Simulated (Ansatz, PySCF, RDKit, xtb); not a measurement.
# Solving CHBI, step by step

Only the formula CHBI is given (odd number of electrons). Aim: find the structure of lowest free energy at 298.15 K, then its properties.

Plan: many cheap relaxations first (GFN2-xTB), then density-functional screening, relaxation at PBE0-D3(BJ)/def2-SVP, vibrations and a final energy. The numbers are computed, not measured.

6 further runs of the same task are left out: 2 that didn't finish, 4 set aside as unsound or not needed.

## 1. Drawing up candidates

A program enumerates the bonding patterns with one Lewis structure each (two rings at most, one unusual centre or charged pair), with their diastereomers. O–O, O–halogen and N–halogen bonds and N–N–N chains are not drawn. That gives 3 candidates.

```
label   SMILES     spin
 c238   [B]=CI  doublet
 c260   B=[C]I  doublet
 c505  [CH]=BI  doublet
```

Candidates are built by distance geometry, with a force field where one applies, in up to four conformers (letters a to d). 10 starts with atoms placed at random are added, to find patterns that the rules miss.

Q: Predict the outcome of this search (final energies at CCSD(T)/def2-TZVP).

| quantity | value |
| --- | --- |
| lowest structure found | [CH]=BI, doublet, C∞v |
| next finalist | B=[C]I, doublet, 18.8 kcal/mol higher in G |
| share at equilibrium, among the finalists | 100.0 % |
| harmonic wavenumbers, lowest and highest (PBE0-D3(BJ)/def2-SVP) | 262 and 3415 cm⁻¹ |
| rotational constants, same geometry | 0.09662 cm⁻¹ |
| dipole moment (PBE0/def2-TZVPD) | 0.50 D |
| HOMO energy (highest over α and β) (PBE0/def2-TZVPD) | -6.59 eV |
| LUMO energy (lowest over α and β) (PBE0/def2-TZVPD) | -3.92 eV |
| lowest excitation (TD-CAM-B3LYP/def2-SVPD) | 0.09 eV (f = 0.000) |
| strongest of the states computed, same level | 3.85 eV (f = 0.048) |
| vertical ionisation energy (to the singlet cation) | 9.84 eV |
| vertical electron affinity | 2.11 eV |
| vertical quartet less doublet | +4.11 eV |

The search ends on `[CH]=BI`. Among the finalists first place is clear (18.8 kcal/mol); structures outside the list aren't covered. GFN2-xTB, HF/STO-3G, r2SCAN-D4/def2-SVP, PBE0-D3(BJ)/def2-SVP, HF/def2-TZVP and MP2/def2-TZVP already put its bonding pattern lowest among the structures in one piece. Spin-orbit coupling, which matters for elements this heavy, is left out. The lowest root, under 0.4 eV, can be the other component of a degenerate ground state rather than an excitation. The stability test raises a flag; for an open shell a flag towards a general spinor solution can be the free rotation of the spin. The search is not exhaustive (a finite list of starts, one conformer a finalist), so a lower isomer can't be ruled out.
